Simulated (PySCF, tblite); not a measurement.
# C5H10GeSi: geometry, infrared bands and NMR shifts

Wanted: the infrared bands and NMR shifts of C5H10GeSi (`C#[C][GeH2][Si@@H]1C[C@@H]1C`), by calculation.

The runs use tblite 0.8.0 and PySCF 2.14.0, with density-fitted response routines of our own; the level of theory stands in each step. All values are computed, except where a source is named. Atoms count from 0, in the outputs and in this text.

### Step 1. Starting geometry

17 atoms, charge 0, multiplicity 1; geometry from: force field or distance geometry start.

Bonds of the start (Å): C0–C1 1.20, C1–Ge2 1.90, Ge2–Si3 2.32, Si3–C4 1.88, C4–C5 1.48, C5–C6 1.53, C5–Si3 1.89, C0–H7 1.06, Ge2–H8 1.55, Ge2–H9 1.54, Si3–H10 1.47, C4–H11 1.12, C4–H12 1.11, C5–H13 1.10, C6–H14 1.11, C6–H15 1.11, C6–H16 1.12.

### Step 2. Relaxing the molecule with GFN2-xTB

What the job is given:

```
{"job": {"kind": "relax", "xc": "GFN2-xTB", "basis": "xTB"}, "charge": 0, "multiplicity": 1}
C      2.915800     1.338300    -1.484600
C      2.464400     0.658200    -0.606000
Ge     1.785800    -0.429900     0.799100
Si    -0.152500    -1.469500     0.050300
C     -1.047100    -0.308600    -1.132500
C     -1.767800    -0.483600     0.142600
C     -1.730300     0.722800     1.082800
H      3.297600     1.949700    -2.259000
H      1.457200     0.457200     2.025900
H      2.821600    -1.496000     1.199300
H     -0.061300    -2.768700    -0.642000
H     -1.532600    -0.823000    -1.995900
H     -0.550400     0.674500    -1.280000
H     -2.692200    -1.082700     0.090100
H     -2.578300     1.405300     0.842100
H     -0.787000     1.296600     1.022200
H     -1.850100     0.371600     2.135600
```

The run is started by

```sh
OMP_NUM_THREADS=1 python probes_run.py task.json out
```

This one command runs all jobs of the session in turn.

**Question.** This job is followed by: GFN2-xTB harmonic vibrations, gas phase; GIAO PBE0/pcSseg-1 NMR shielding, non-relativistic, gas phase. What will the session give for the following? strongest single infrared mode (GFN2-xTB); zero-point energy (GFN2-xTB); ¹³C shifts against TMS (PBE0/pcSseg-1); ¹H shifts against TMS (PBE0/pcSseg-1, means over atoms taken as alike); ⁷³Ge shifts against GeMe4 (PBE0/pcSseg-1); ²⁹Si shifts against TMS (PBE0/pcSseg-1).

The runs gave:

| quantity | value |
| --- | --- |
| strongest single infrared mode (GFN2-xTB) | 1962 cm⁻¹, 499 km/mol |
| zero-point energy (GFN2-xTB) | 76.7 kcal/mol |
| ¹³C shifts against TMS (PBE0/pcSseg-1) | 104.5, 85.1, 21.6, 10.1, 7.4 ppm |
| ¹H shifts against TMS (PBE0/pcSseg-1, means over atoms taken as alike) | 4.29, 4.12, 2.62, 1.77, 1.35, 1.25, 1.10, 0.28 ppm |
| ⁷³Ge shifts against GeMe4 (PBE0/pcSseg-1) | -296 ppm |
| ²⁹Si shifts against TMS (PBE0/pcSseg-1) | -147.8 ppm |

What this shows: The optimisation took 89 steps and gained 0.413 eV; among the close pairs (by a distance rule), C4–C5 changed most, from 1.475 to 1.528 Å. No mode is imaginary among the 45: a minimum at this level. The strongest single mode, at 1962 cm⁻¹, moves mainly H9 and H8. Unscaled tight-binding wavenumbers are off by several per cent, some by more. Its intensities can rank the bands wrongly. At PBE0/pcSseg-1: The widest tensor belongs to Si3: span 325 ppm, with a paramagnetic part of -385 ppm. Spin-orbit coupling is left out, which matters for shieldings and couplings at and beside the heavy atoms.
